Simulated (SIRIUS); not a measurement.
## Cu: equation of state with PBEsol

Cu:

```
Cu
1.0
     0.00000    1.80750    1.80750
     1.80750    0.00000    1.80750
     1.80750    1.80750    0.00000
Cu
1
Direct
  0.00000 0.00000 0.00000
```

- Program: SIRIUS 7.12.0
- Task: equation of state
- Functional: PBEsol
- Potentials or basis: all-electron FP-LAPW
- Cutoff: 194 eV
- Basis: apw+lo standard
- k mesh: 13 × 13 × 13
- Occupations: fermi-dirac, width 0.05 eV
- Spin: no spin polarisation

The equilibrium volume is 11.30 Å³/atom. The bulk modulus is 174 GPa and the pressure derivative of the bulk modulus is 5.6.

Energy against volume, from the lowest point:
```
volume (Å³/atom)  energy (meV/atom)
          11.102               1.82
          11.338               0.00
          11.574               3.58
          11.810              11.46
          12.047              23.44
          12.283              38.98
          12.519              57.29
```

All runs of the series together: 2.4 min on 1 thread of Arm Neoverse V1, with other jobs on the host.
